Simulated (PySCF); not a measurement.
**AsH+: bond curves at several levels of theory**

One table from this session's results is given with a row withheld; the runs are named, their logs left out.

Method: As def2-SVPD, H def2-SVPD, no relativity; program: PySCF 2.14.0.

The first run:

Settings of the job:

```
atoms                         : As, H
charge                        : 1
basis                         : As def2-SVPD, H def2-SVPD
Hamiltonian                   : no relativity
basis functions               : 46
electrons treated             : 33
masses in u                   : 74.9216, 1.0078
levels                        : PBE0, PBE, r²SCAN, BLYP, B3LYP, M06-L, LC-ωPBE, HF, MP2, SCS-MP2, CCSD, CCSD(T)
grid                          : 80 radial by 434 angular points
occupations                   : held fixed by the projection of orbital angular momentum
dissociation limit            : As+ + H, each in its ground configuration
starting distance in angstrom : 1.595
values of 2S to try           : 1, 3
```

Run with:

```console
$ OMP_NUM_THREADS=1 python dia.py task.json out
```

Steps of the session up to this table: The job; The PBE0 curve of the state that the search chose; Other states along the same grid; PBE (GGA); r²SCAN (meta-GGA); BLYP (GGA); B3LYP; M06-L (meta-GGA); LC-ωPBE; UHF (mean field); Correlated methods on the Hartree–Fock reference.

One of the session's tables, all rows but one given; the rest of the session is left out.

It belongs to the step «The curves together». Energy (eV) from each level's lowest point:

| R (Å) | UHF | UHF-MP2 | UHF-SCS-MP2 | UHF-CCSD | UHF-CCSD(T) |
| --- | --- | --- | --- | --- | --- |
| 1.323 | 0.504 | 0.504 | 0.514 | n/a | n/a |
| 1.385 | 0.208 | 0.213 | 0.219 | 0.235 | 0.239 |
| 1.447 | 0.050 | 0.054 | 0.058 | 0.069 | 0.071 |
| 1.493 | 0.001 | 0.004 | 0.006 | 0.012 | 0.013 |
| 1.539 | 0.000 | 0.000 | 0.000 | 0.000 | 0.000 |
| 1.585 | 0.039 | 0.034 | 0.032 | 0.025 | 0.024 |
| 1.647 | ? | ? | ? | ? | ? |
| 1.724 | 0.321 | 0.295 | 0.287 | 0.254 | 0.247 |
| 1.816 | 0.598 | 0.553 | 0.542 | 0.484 | 0.472 |
| 1.939 | 1.004 | 0.993 | 0.992 | n/a | n/a |

**Question.** Estimate the row for R (Å) = 1.647.

Worked estimate for «UHF». A straight line through the neighbours (1.585, 0.039) and (1.724, 0.321) gives 0.039 + (0.321 − 0.039) × (1.647 − 1.585) / (1.724 − 1.585) = 0.165; a parabola fitted to 4 rows on both sides gives 0.143.

As computed: UHF: 0.138; UHF-MP2: 0.125; UHF-SCS-MP2: 0.120; UHF-CCSD: 0.104; UHF-CCSD(T): 0.100. In «UHF» the line misses by +0.027 and the parabola by +0.005.
